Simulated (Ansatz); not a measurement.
# C2H7Cl2NSi2: up Jacob's ladder to CCSD(T)

How much do the methods differ for C2H7Cl2NSi2? The plan is to run it at one geometry with functionals of several rungs and with coupled cluster. The yardstick is the atomisation energy at the CCSD(T) limit.

The runs use Ansatz 0.2.0, Gaussian basis; functionals in def2-TZVPP, the program's frozen cores in correlated methods.

Levels to be run: PBE-D4, r2SCAN-D4, PBE0-D4, B3LYP-D4, ωB97X-V, ωB97M-V, B2PLYP; CCSD(T)/def2-TZVPP; MP2/def2-QZVPP; extrapolation to the limit.

## (1) The geometry

An earlier PBE0-D4 in a triple-zeta def2 set relaxation fixed the geometry.

SMILES `C=CN([SiH2]Cl)[SiH2]Cl`, 14 atoms, charge 0, spin multiplicity 1.

Atoms are counted from 1 here; the program's logs count them from 0.

Bond lengths: C1–C2 1.331 Å, C1–H8 1.085 Å, C1–H9 1.081 Å, C2–N3 1.404 Å, C2–H10 1.087 Å, N3–Si4 1.733 Å, N3–Si6 1.741 Å, Si4–Cl5 2.054 Å, Si4–H11 1.473 Å, Si4–H12 1.479 Å, Si6–Cl7 2.048 Å, Si6–H13 1.479 Å, Si6–H14 1.479 Å. Angles: C2–C1–H8 123.7°, C2–C1–H9 119.6°, H8–C1–H9 116.7°, C1–C2–N3 126.5°, C1–C2–H10 119.1°, N3–C2–H10 114.3°, C2–N3–Si4 118.2°, C2–N3–Si6 116.5°, Si4–N3–Si6 124.9°, N3–Si4–Cl5 112.1°, N3–Si4–H11 111.2°, N3–Si4–H12 106.3°, Cl5–Si4–H11 107.4°, Cl5–Si4–H12 107.3°, H11–Si4–H12 112.6°, N3–Si6–Cl7 107.8°, N3–Si6–H13 110.9°, N3–Si6–H14 110.7° and more.

## (2) PBE-D4 (GGA)

The input, in.yaml:

```yaml
crystal:
  periodic: [false, false, false]
  atoms:
    - {symbol: C, position_ang: [-1.706537, 1.428177, -0.078142]}
    - {symbol: C, position_ang: [-0.435558, 1.148917, -0.357754]}
    - {symbol: N, position_ang: [0.215559, -0.077962, -0.151758]}
    - {symbol: Si, position_ang: [1.896646, -0.191378, -0.557192]}
    - {symbol: Cl, position_ang: [3.105211, 0.057874, 1.085189]}
    - {symbol: Si, position_ang: [-0.700265, -1.316324, 0.659407]}
    - {symbol: Cl, position_ang: [0.540188, -2.918871, 0.954463]}
    - {symbol: H, position_ang: [-2.398862, 0.713521, 0.353704]}
    - {symbol: H, position_ang: [-2.094564, 2.415038, -0.287542]}
    - {symbol: H, position_ang: [0.191455, 1.920264, -0.796946]}
    - {symbol: H, position_ang: [2.215771, -1.503859, -1.144816]}
    - {symbol: H, position_ang: [2.175683, 0.927543, -1.482924]}
    - {symbol: H, position_ang: [-1.837470, -1.762363, -0.174926]}
    - {symbol: H, position_ang: [-1.167246, -0.840566, 1.979255]}
basis:
  gaussian: {orbitals: def2-TZVPP}
hamiltonian: {xc: pbe, dispersion: d4}
output: {forces: true, orbitals: {seedname: orbitals}}
```

Command:

```bash
$ ansatz run in.yaml --threads 2 --pin off --events-out ev --progress --plain --max-ram 32768MiB --backend cuda --devices 0, --max-vram 18GiB
```

Further steps of the session: r2SCAN-D4 (meta-GGA); PBE0-D4 (hybrid); B3LYP-D4 (hybrid); ωB97X-V (range-separated); ωB97M-V (range-separated); B2PLYP (double hybrid); CCSD(T) in def2-TZVPP; MP2 in def2-QZVPP.

Q: Predict the results of all the runs planned. Wanted: atomisation energy, CCSD(T)/CBS; farthest; mean size of error, hybrid; mean size of error, range-separated; gap, smallest and largest; T1 diagnostic; triples share of the correlation energy.

**Answer**, as computed:

| quantity | value |
| --- | --- |
| atomisation energy, CCSD(T)/CBS | 52.763 eV |
| functionals within 0.264 eV (0.5 %) | r2SCAN-D4, PBE0-D4, B3LYP-D4, ωB97X-V, ωB97M-V |
| farthest | B2PLYP (-0.795 eV) |
| mean size of error, hybrid | 0.059 eV |
| mean size of error, range-separated | 0.250 eV |
| gap, smallest and largest | 4.94 eV (PBE-D4), 11.43 eV (ωB97X-V) |
| T1 diagnostic | 0.0109 |
| triples share of the correlation energy | 4.2 % |

In words: PBE-D4 is off by +0.679 eV. Double hybrids carry the basis error of their MP2 part in triple zeta, and no dispersion term here, so their miss is partly the set-up's. Misses under about 0.264 eV are within the doubt on the reference itself, which lacks core-valence correlation, relativity and higher excitations. Hartree-Fock recovers 73 % of the binding; the rest is correlation. Orbital gaps span 4.9 to 11.4 eV; exact exchange widens them.
